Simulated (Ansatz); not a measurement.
## AgRh under changes of volume

One of the cells (16.064 Å³/atom); the others are scaled copies at fixed shape and fractional positions:

```
Ag Rh
1.0
     2.77759    0.00000    0.00000
    -1.38879    2.40546    0.00000
     0.00000    0.00000    4.80860
Ag Rh
1 1
Direct
  0.00000 0.00000 0.50000
  0.66667 0.33333 0.00000
```

The cell comes from a database or a generator and needn't be the stable form of this composition.

* Program: Ansatz 0.2.0
* Functional: LDA
* Potentials or basis: Ansatz PAW
* Cutoff: 420 eV (not typed: the program's choice for these potentials)
* k mesh: 11 × 11 × 6
* Occupations: fermi-dirac, width 0.05 eV
* Spin: no spin polarisation

| volume (Å³/atom) | energy over the lowest point (meV/atom) | pressure (GPa) |
| --- | --- | --- |
| 15.100 | 0.00 | -6.4 |
| 15.421 | 16.62 | -9.9 |
| 15.743 | 39.81 | -13.0 |
| 16.064 | 68.68 | -15.6 |
| 16.385 | 102.47 | -17.9 |
| 16.707 | 140.49 | -19.8 |
| 17.028 | ? | ? |

Question: What does the run at 17.028 Å³/atom give?

Answer: Energy over the lowest point 182.16 meV/atom; pressure -21.5 GPa.

Worked out: A Birch-Murnaghan fit of order 3 (a polynomial in V^(-2/3)) to the other rows has no minimum within the range. It gives 182.03 meV/atom at 17.028 Å³/atom, against the run's 182.16, and -dE/dV = -21.5 GPa, against -21.5.

Energies are extrapolated to zero smearing.

Caveats: the PAW data sets come from PBE, with cores solved anew for the run's functional, which leaves a small shift of forces and pressure.
